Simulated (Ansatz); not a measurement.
From input file to script: K3Sr, space group I4/mmm in Ansatz 0.2.0.

```yaml
crystal:
  lattice:
    - [-3.173387, 3.173387, 6.848611]
    - [3.173387, -3.173387, 6.848611]
    - [3.173387, 3.173387, -6.848611]
  atoms:
    - { symbol: K, position: [0.75, 0.25, 0.5] }
    - { symbol: K, position: [0.25, 0.75, 0.5] }
    - { symbol: K, position: [0.5, 0.5, 0.0] }
    - { symbol: Sr, position: [0.0, 0.0, 0.0] }
basis:
  ecutwfc: 650.0
kpoints:
  mp_grid:
    grid: [5, 5, 5]
hamiltonian:
  xc: r2scan
scf:
  n_extra_bands: 14
  occupations:
    method: fermi_dirac
    width: 0.1
output:
  dos:
    de: 0.05
    projected: true
```

Script `k3sr.py`:
```python
"""Which atoms and shells make the states of K3Sr."""

from dataclasses import dataclass

import ansatz
import numpy as np


@dataclass(frozen=True)
class Settings:
    xc: str = "r2SCAN"
    cutoff_ev: int = 650
    occupations: str = "fermi_dirac"
    smearing_width: float = 0.1
    n_empty: int = 14


opts = Settings()


def main() -> None:
    lattice = ansatz.Lattice.of(
        (-3.173387, 3.173387, 6.848611),
        (3.173387, -3.173387, 6.848611),
        (3.173387, 3.173387, -6.848611),
    )
    sites = [
        ("K", (0.75, 0.25, 0.5)),
        ("K", (0.25, 0.75, 0.5)),
        ("K", (0.5, 0.5, 0.0)),
        ("Sr", (0.0, 0.0, 0.0)),
    ]
    structure = ansatz.Crystal(lattice=lattice)
    for symbol, position in sites:
        structure = structure.atom(symbol, position)

    setup = (
        structure.calculation()
        .functional(opts.xc)
        .basis(opts.cutoff_ev)
        .kpoints(5)
        .occupations(opts.occupations, width=opts.smearing_width)
        .scf(extra_bands=opts.n_empty)
        .density_of_states(projected=True, energy_step=0.05)
    )
    res = setup.run(threads=1)
    r = res.report

    dos = res.density_of_states()
    energy = np.asarray(dos.energies_ev) - dos.fermi_ev
    curves = {}
    for site in res.projected_density_of_states().sites:
        for shell in site.shells:
            weight = sum(np.sum(curve.g_bin_mean_per_ev, axis=0) for curve in shell.curves)
            name = f"{site.species} {shell.label}"
            curves[name] = curves.get(name, 0) + weight

    step = energy[1] - energy[0]
    windows = [(-10, -5), (-5, 0), (0, 4)]
    print("states by shell in windows of E - E_F (eV):", windows)
    for name, g in curves.items():
        print(f"{name:8s}", " ".join(f"{step * g[(energy >= a) & (energy < b)].sum():8.3f}" for a, b in windows))
    filled = (energy < 0) & (energy > -10)
    for name, g in curves.items():
        if g[filled].sum() * step > 0.5:
            print(f"centre of {name}: {np.average(energy[filled], weights=g[filled]):.2f} eV")


if __name__ == "__main__":
    main()
```

`python k3sr.py` gives:
```text
states by shell in windows of E - E_F (eV): [(-10, -5), (-5, 0), (0, 4)]
K 3S        0.000    0.007    0.007
K 4S        0.000    3.072    2.169
K 3P        0.000    0.027    0.007
Sr 4S       0.000    0.006    0.006
Sr 5S       0.000    1.378    0.452
Sr 4P       0.000    0.010    0.003
centre of K 4S: -0.94 eV
centre of Sr 5S: -1.41 eV
```

For a metal this k-point mesh is coarse: on a finer one energies can move by several to tens of meV an atom and pressures by half a GPa or more, differences at one mesh by less. The empty d shell of the heavier alkali and alkaline-earth atoms, which makes much of a conduction band, may have no channel. The structure comes from a database of computed cells and needn't be a stable or known phase. Curves are summed over the cell's atoms. Only shells that the potentials hold have channels, so projections don't add up to the total, least of all where a shell is missing (p of most metals); heights and places of peaks move with the mesh. The computed bands are complete only to about 4.6 eV above the Fermi level; beyond that the density of states is undercounted. A band centre counts only the states inside the window taken. Wall time of the script: 37 s on 1 thread of Arm Neoverse V2, on a shared host, peak memory 1.9 GiB.

(Lines on the test bed's own set-up are left out of the output.)
